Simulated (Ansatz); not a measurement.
# C3H8BNO: small, medium and large basis sets

One table from this session's results is given with a row withheld; the runs are named, their logs left out.

Program: Ansatz 0.2.0, Gaussian basis. Level of theory: one geometry, several basis sets. These are calculated values, not measurements.

Levels to be run: PBE0-D4/def2-SVP; ωB97M-V/def2-SVP; PBE0-D4/def2-QZVPP; ωB97M-V/def2-QZVPP; the functionals' def2-TZVPP values are taken from earlier runs.

**Structure used throughout**

All runs share one geometry, relaxed beforehand with PBE0-D4 in a triple-zeta def2 set.

SMILES `B/C=C(\O)CN`, 14 atoms, charge 0, spin multiplicity 1.

Atoms are counted from 1 here; the program's logs count them from 0.

Bond lengths: B1–C2 1.516 Å, B1–H7 1.199 Å, B1–H8 1.196 Å, C2–C3 1.354 Å, C2–H9 1.087 Å, C3–O4 1.343 Å, C3–C5 1.505 Å, O4–H10 0.962 Å, C5–N6 1.455 Å, C5–H11 1.091 Å, C5–H12 1.098 Å, N6–H13 1.013 Å, N6–H14 1.012 Å. Angles: C2–B1–H7 120.0°, C2–B1–H8 121.1°, H7–B1–H8 118.9°, B1–C2–C3 125.2°, B1–C2–H9 120.9°, C3–C2–H9 113.8°, C2–C3–O4 121.1°, C2–C3–C5 123.6°, O4–C3–C5 115.3°, C3–O4–H10 110.0°, C3–C5–N6 114.7°, C3–C5–H11 108.7°, C3–C5–H12 109.4°, N6–C5–H11 108.7°, N6–C5–H12 108.3°, H11–C5–H12 106.7°, C5–N6–H13 110.1°, C5–N6–H14 112.1° and more.

The first run:

in.yaml

```yaml
crystal:
  periodic: [false, false, false]
  atoms:
    - {symbol: B, position_ang: [-0.649174, -2.479252, -0.394275]}
    - {symbol: C, position_ang: [-0.813567, -0.973005, -0.363487]}
    - {symbol: C, position_ang: [0.198679, -0.078840, -0.265019]}
    - {symbol: O, position_ang: [1.473993, -0.485081, -0.155369]}
    - {symbol: C, position_ang: [-0.009366, 1.410043, -0.205602]}
    - {symbol: N, position_ang: [0.233002, 2.005501, 1.099730]}
    - {symbol: H, position_ang: [-1.613882, -3.185457, -0.480371]}
    - {symbol: H, position_ang: [0.433704, -2.984590, -0.337835]}
    - {symbol: H, position_ang: [-1.797956, -0.517012, -0.428250]}
    - {symbol: H, position_ang: [2.064550, 0.273549, -0.192211]}
    - {symbol: H, position_ang: [-1.033438, 1.632883, -0.507010]}
    - {symbol: H, position_ang: [0.648522, 1.899329, -0.935695]}
    - {symbol: H, position_ang: [-0.343577, 1.554659, 1.800135]}
    - {symbol: H, position_ang: [1.195511, 1.897972, 1.394158]}
basis:
  gaussian: {orbitals: def2-SVP}
hamiltonian: {xc: pbe0, dispersion: d4}
output: {orbitals: {seedname: orbitals}}
```

Steps of the session up to this table: PBE0-D4 in def2-SVP; ωB97M-V in def2-SVP; PBE0-D4 in def2-QZVPP; ωB97M-V in def2-QZVPP.

One table of the session follows, with a row left open; its other results are not shown here.

It belongs to the step «Functionals by basis». 

| functional | basis | HOMO (eV) |
| --- | --- | --- |
| PBE0-D4 | def2-SVP | -7.03 |
| PBE0-D4 | def2-TZVPP | -7.16 |
| PBE0-D4 | def2-QZVPP | -7.19 |
| ωB97M-V | def2-SVP | ? |
| ωB97M-V | def2-TZVPP | -9.36 |
| ωB97M-V | def2-QZVPP | -9.39 |

Q: Estimate the row for ωB97M-V, def2-SVP from the others.

**Answer.** HOMO (eV): -9.21. In the column «HOMO (eV)» it lies between ωB97M-V, def2-TZVPP (-9.36) and PBE0-D4, def2-QZVPP (-7.19).
